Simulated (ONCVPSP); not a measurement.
**Pseudopotential generation for zinc: ONCV, PBE**

Task: generate the file, and judge it by its errors in other configurations, its logarithmic derivatives, its ghosts and its cutoff.

Method: ONCVPSP 4.0.1.1 (patched build), PBE, scalar-relativistic.

## 1. Settings

The settings as typed:

```
element                 : zinc (Zn, Z = 30)
type                    : optimised norm-conserving Vanderbilt (ONCV)
frozen core             : [Ne] 3s2
valence charge          : 18
reference configuration : 3p6 3d10 4s2
partial waves           : 4s: rc 1.70 bohr, ncon 4, nbas 9, qcut 3.3 1/bohr, 2 projectors, debl 0.5 Ha; 3p: rc 0.80 bohr, ncon 5, nbas 9, qcut 20.9 1/bohr, 2 projectors, debl 1.8 Ha; 3d: rc 0.75 bohr, ncon 4, nbas 7, qcut 14 1/bohr, 1 projector
local potential         : polynomial inside 0.75 bohr (lpopt 5, dvloc0 4 Ha)
core correction         : Teter function, fcfact 4.25, rcfact 1.1
```

The nodes and maxima of the atom's own shells, from an earlier all-electron run, set the scale for the radii.

All-electron outer shells of the reference configuration (PBE, scalar-relativistic, ld1.x):

| shell | level (eV) | outermost node (bohr) | outermost maximum (bohr) |
| --- | --- | --- | --- |
| 3s | -129.23 | 0.28 | 0.59 |
| 3p | -83.40 | 0.25 | 0.59 |
| 3d | -10.14 | – | 0.57 |
| 4s | -5.98 | 0.85 | 2.09 |
| 4p | -1.12 | 0.92 | 3.08 |

## 2. Generation

The input, Zn.dat:

```
# ATOM AND REFERENCE CONFIGURATION
# atsym  z   nc   nv     iexc    psfile
  Zn 30.00    4    3        4      upf
#
#   n    l    f
    1    0    2.00
    2    0    2.00
    2    1    6.00
    3    0    2.00
    3    1    6.00
    3    2   10.00
    4    0    2.00
#
# PSEUDOPOTENTIAL AND OPTIMIZATION
# lmax
    2
#
#   l,   rc,      ep,       ncon, nbas, qcut
    0    1.70    0.00    4    9    3.30
    1    0.80    0.00    5    9   20.90
    2    0.75    0.00    4    7   14.00
#
# LOCAL POTENTIAL
# lloc, lpopt,  rc(5),   dvloc0
    4    5    0.75    4.00
#
# VANDERBILT-KLEINMAN-BYLANDER PROJECTORs
# l, nproj, debl
    0    2    0.50
    1    2    1.80
    2    1    1.90
#
# MODEL CORE CHARGE
# icmod, fcfact, rcfact
    3    4.25    1.10
#
# LOG DERIVATIVE ANALYSIS
# epsh1, epsh2, depsh
   -5.00    5.00    0.04
#
# OUTPUT GRID
# rlmax, drl
    6.00    0.01
#
# TEST CONFIGURATIONS
# ncnf
    4
# nvcnf
#   n    l    f
    3
    3    1    6.00
    3    2   10.00
    4    0    1.00
#
    3
    3    1    6.00
    3    2   10.00
    4    0    0.00
#
    3
    3    1    6.00
    3    2    9.00
    4    0    0.00
#
    4
    3    1    6.00
    3    2    9.00
    4    0    2.00
    4    1    1.00
#
```

The run is started by

```console
$ oncvpsp.x < Zn.dat > Zn.out
```

Before running it: what results should come out? Wanted: cutoffs for 1 and 0.1 mHa per electron, occupied waves; bound ghosts; GHOST(+) flags; largest test error; largest phase difference near zero energy, channels read; rms error of d²Exc/dn², without and with the model core; projector energies reset by the program.

**Answer**, as computed:

| quantity | value |
| --- | --- |
| cutoffs for 1 and 0.1 mHa per electron, occupied waves | 281 Ha and 330 Ha |
| bound ghosts | s at -108.54 eV |
| GHOST(+) flags | none at low energy |
| largest test error (AE − PS) | +76 meV, for 3p6 3d9 4s0 |
| largest phase difference near zero energy, channels read | 0.001 rad |
| rms error of d²Exc/dn², without and with the model core | 3.62 and 3.37 mHa |
| projector energies reset by the program | p: -3.065, 0.250 Ha |

In words: It has a bound ghost (s), a state that the atom doesn't have, and that rules the file out. The worst unpolarised test, 3p6 3d9 4s0, is off by 76 meV on 68.9 eV; by total energies transferability rates as fair. That test lies far up in energy; among those under 40 eV, nearer to bonding, the largest error is 35 meV. The potential is very hard: the looser tolerance needs 281 Ha. At the looser tolerance the 3d wave is the slowest; 3p needs 131 Ha. Near zero energy the phases of the channels with partial waves agree within 0.001 rad.
